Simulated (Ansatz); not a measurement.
# Ti2Rh: states over the whole Brillouin zone

Is Ti2Rh a metal, and what do its states look like over the zone? Levels and slopes are computed on a dense mesh; the geometry is as given.

Program: Ansatz 0.2.0. Level of theory: DFT PBEsol, scalar-relativistic, plane waves, PAW; levels and slopes on a dense k mesh at the converged density. These are calculated values, not measurements.

## 1. The starting structure

Symmetry: I4/mmm, No. 139, tetragonal system. The conventional cell has a = 3.052 Å, b = 3.052 Å, c = 9.816 Å, α = 90.00°, β = 90.00°, γ = 90.00°. Ti (site symmetry 4mm) has 5 Rh at 2.68 to 3.32 Å and 9 Ti at 2.77 to 3.17 Å as nearest neighbours. Rh (site symmetry 4/mmm) is surrounded by 8 Ti at 2.68 Å and 4 Rh at 3.05 Å.

Structure file:

```
CELL_PARAMETERS angstrom
-1.52600 1.52600 4.90797
1.52600 -1.52600 4.90797
1.52600 1.52600 -4.90797
ATOMIC_POSITIONS crystal
Ti 0.66158 0.66158 0.00000
Ti 0.33842 0.33842 0.00000
Rh 0.00000 0.00000 0.00000
```

The structure comes from the Materials Project (structure only) and is not relaxed.

## 2. Self-consistency and the dense mesh

input.yaml

```yaml
crystal:
  lattice:
    - [-1.52599509, 1.52599509, 4.9079679]
    - [1.52599509, -1.52599509, 4.9079679]
    - [1.52599509, 1.52599509, -4.9079679]
  atoms:
    - { symbol: Ti, position: [0.66157894, 0.66157894, 0.0] }
    - { symbol: Ti, position: [0.33842106, 0.33842106, 0.0] }
    - { symbol: Rh, position: [0.0, 0.0, 0.0] }
basis:
  ecutwfc: 420
kpoints:
  mp_grid: { grid: [18, 18, 18] }
hamiltonian:
  xc: pbesol
scf:
  occupations: { method: gaussian, width: 0.05 }
output:
  forces: true
  eigenvalues: true
  eigenstates:
    nscf_kmesh: { grid: [24, 24, 24] }
    top_band: c6
    de_dk: true
    localisation: true
  stress: true
checkpoint:
  write: ck
  compress: false
  write_wavefunctions: false
  write_every: 100000
```

Command:

```console
ansatz run input.yaml --threads 1 --pin off --max-ram 3072MiB --backend cpu --events-out ev --progress --plain --runs-dir out
```

What does the calculation give? Wanted: bands with resolved sheets at the Fermi level; density of states at the Fermi level; intraband plasma frequencies, principal values in rising order.

**Answer**, as computed:

| quantity | value |
| --- | --- |
| bands with resolved sheets at the Fermi level | 1 |
| density of states at the Fermi level | 1.3 states/eV per cell |
| intraband plasma frequencies, principal values in rising order | 3.1, 4.0 and 4.0 eV |

In words: One band crosses the Fermi level with sheets large enough to resolve; this is a three-dimensional metal. Its mean Fermi speed is 4.4 × 10⁵ m/s.
